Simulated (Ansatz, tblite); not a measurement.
# Si19H28 other rod (Si18NH28+): a ladder of methods and basis sets

An exercise on one series of results from a longer session: the logs are not shown, and one member is left open.

The runs use Ansatz 0.2.0, Gaussian basis; as each input shows.

The runs, in order: GFN1-xTB, GFN2-xTB, PBE-D4/def2-TZVP, r2SCAN-D4/def2-TZVP, LC-ωPBE/def2-TZVP, PBE-D4/def2-SVP, PBE0-D4/def2-SVP, HF/STO-3G, MP2/def2-SVP.

2 further runs of the same task are left out: 2 set aside as unsound or not needed.

**The structure**

The geometry is that of the singlet, from an earlier relaxation (PBE-D4/def2-SVP).

47 atoms, charge 1, spin multiplicity 1.

Bond lengths: N1–Si10 1.906 Å, N1–Si11 1.900 Å, N1–Si18 1.905 Å, N1–H24 1.039 Å, Si2–Si9 2.351 Å, Si2–Si10 2.349 Å, Si2–Si14 2.348 Å, Si2–H20 1.507 Å, Si3–Si12 2.356 Å, Si3–Si13 2.355 Å, Si3–Si15 2.357 Å, Si3–H21 1.509 Å, Si4–Si9 2.355 Å, Si4–Si11 2.355 Å, Si4–Si16 2.355 Å, Si4–H22 1.508 Å, Si5–Si12 2.353 Å, Si5–Si14 2.350 Å and more. Angles: Si10–N1–Si11 114.5°, Si10–N1–Si18 115.2°, Si10–N1–H24 103.4°, Si11–N1–Si18 114.5°, Si11–N1–H24 103.7°, Si18–N1–H24 103.4°, Si9–Si2–Si10 107.6°, Si9–Si2–Si14 111.7°, Si9–Si2–H20 113.3°, Si10–Si2–Si14 107.3°, Si10–Si2–H20 104.0°, Si14–Si2–H20 112.4°, Si12–Si3–Si13 109.8°, Si12–Si3–Si15 110.0°, Si12–Si3–H21 108.8°, Si13–Si3–Si15 109.6°, Si13–Si3–H21 108.8°, Si15–Si3–H21 109.9° and more.

The ion is computed in the gas phase, without counter-ions or solvent.

PBE0-D4/def2-TZVP was run before; its log isn't repeated, and its numbers join the tables.

Set-up of the first run:

Tight binding, by tblite at 300 K electronic temperature and without a spin-polarisation term:

```python
tblite.interface.Calculator('GFN1-xTB', numbers, positions, charge=1, uhf=0).singlepoint()
```

Tight binding, by tblite at 300 K electronic temperature and without a spin-polarisation term:

```python
tblite.interface.Calculator('GFN2-xTB', numbers, positions, charge=1, uhf=0).singlepoint()
```

start.molden holds the orbitals of an earlier run on this state, given as this run's starting guess.

File in.yaml:

```yaml
crystal:
  periodic: [false, false, false]
  atoms:
    - {symbol: N, position_ang: [1.123149, -1.125472, -3.816315]}
    - {symbol: Si, position_ang: [-1.318773, -1.318983, -1.317929]}
    - {symbol: Si, position_ang: [-1.379228, -1.356820, 4.025220]}
    - {symbol: Si, position_ang: [-1.368587, 1.365931, -3.867139]}
    - {symbol: Si, position_ang: [-1.395603, 1.396989, 1.367457]}
    - {symbol: Si, position_ang: [1.398225, -1.397597, 1.392371]}
    - {symbol: Si, position_ang: [1.318158, 1.317963, -1.319690]}
    - {symbol: Si, position_ang: [1.359620, 1.381266, 4.023735]}
    - {symbol: Si, position_ang: [-2.796014, -0.003956, -2.588974]}
    - {symbol: Si, position_ang: [0.129010, -2.405754, -2.814368]}
    - {symbol: Si, position_ang: [0.083101, -0.086421, -5.020628]}
    - {symbol: Si, position_ang: [-2.756489, -0.036139, 2.643977]}
    - {symbol: Si, position_ang: [-0.020287, -2.748847, 2.697266]}
    - {symbol: Si, position_ang: [0.006608, -0.006467, 0.108100]}
    - {symbol: Si, position_ang: [-0.022705, 0.025856, 5.368358]}
    - {symbol: Si, position_ang: [0.002197, 2.794253, -2.590905]}
    - {symbol: Si, position_ang: [0.038956, 2.758160, 2.642097]}
    - {symbol: Si, position_ang: [2.403979, -0.130757, -2.815891]}
    - {symbol: Si, position_ang: [2.750563, 0.021168, 2.695842]}
    - {symbol: H, position_ang: [-2.002852, -2.446762, -0.588116]}
    - {symbol: H, position_ang: [-2.253957, -2.222516, 4.898555]}
    - {symbol: H, position_ang: [-2.085588, 2.082182, -4.983960]}
    - {symbol: H, position_ang: [-2.203918, 2.204977, 0.378047]}
    - {symbol: H, position_ang: [1.709721, -1.712496, -4.441775]}
    - {symbol: H, position_ang: [2.218899, -2.219064, 0.423007]}
    - {symbol: H, position_ang: [2.446316, 2.002705, -0.591100]}
    - {symbol: H, position_ang: [2.226002, 2.256275, 4.896108]}
    - {symbol: H, position_ang: [-3.619139, -0.855318, -3.518059]}
    - {symbol: H, position_ang: [-3.680286, 0.822998, -1.697989]}
    - {symbol: H, position_ang: [-0.520672, -3.209650, -3.904849]}
    - {symbol: H, position_ang: [1.213403, -3.212151, -2.160240]}
    - {symbol: H, position_ang: [-0.606470, -1.138283, -5.841146]}
    - {symbol: H, position_ang: [1.134272, 0.602774, -5.842350]}
    - {symbol: H, position_ang: [-3.539620, -0.903249, 1.688235]}
    - {symbol: H, position_ang: [-3.719370, 0.776922, 3.468487]}
    - {symbol: H, position_ang: [-0.863430, -3.592796, 1.773539]}
    - {symbol: H, position_ang: [0.816690, -3.656108, 3.560812]}
    - {symbol: H, position_ang: [-0.898139, 0.902042, 6.225771]}
    - {symbol: H, position_ang: [0.839953, -0.836552, 6.252469]}
    - {symbol: H, position_ang: [-0.824114, 3.679191, -1.699976]}
    - {symbol: H, position_ang: [0.852870, 3.616712, -3.521216]}
    - {symbol: H, position_ang: [-0.772968, 3.722411, 3.466126]}
    - {symbol: H, position_ang: [0.906105, 3.539785, 1.685144]}
    - {symbol: H, position_ang: [3.210833, -1.214624, -2.161441]}
    - {symbol: H, position_ang: [3.207328, 0.518303, -3.907159]}
    - {symbol: H, position_ang: [3.658049, -0.815649, 3.559290]}
    - {symbol: H, position_ang: [3.594205, 0.863597, 1.771212]}
basis:
  gaussian: {orbitals: def2-TZVP, fitting: {mean_field: def2-universal-jkfit}, initial_orbitals: start.molden}
total_charge: 1
hamiltonian: {xc: pbe, dispersion: d4}
scf: {omitted_lower_state_checks: [starts]}
output: {forces: true, orbitals: {seedname: orbitals}}
```

Launch:

```sh
ansatz run in.yaml --threads 4 --pin off --events-out ev --progress --plain --max-ram 66560MiB --backend cuda --devices 0, --max-vram 37GiB
```

Steps of the session up to this table: PBE-D4/def2-TZVP; r2SCAN-D4/def2-TZVP; LC-ωPBE/def2-TZVP; PBE-D4/def2-SVP; PBE0-D4/def2-SVP; HF/STO-3G; MP2/def2-SVP.

One table of the session follows, with a row left open; its other results are not shown here.

It belongs to the step «Levels side by side». 

```
              level  HOMO (eV)  gap (eV)
          HF/STO-3G      -9.54     14.32
    PBE-D4/def2-SVP      -9.02      3.26
   PBE-D4/def2-TZVP      -9.00      3.13
r2SCAN-D4/def2-TZVP      -9.23      3.51
   PBE0-D4/def2-SVP          ?         ?
  PBE0-D4/def2-TZVP      -9.98      4.86
  LC-ωPBE/def2-TZVP     -12.32      9.24
```

**Question.** Estimate the row for PBE0-D4/def2-SVP.

**Answer.** HOMO (eV): -10.03; gap (eV): 4.99. In the column «HOMO (eV)» it lies between LC-ωPBE/def2-TZVP (-12.32) and PBE0-D4/def2-TZVP (-9.98).
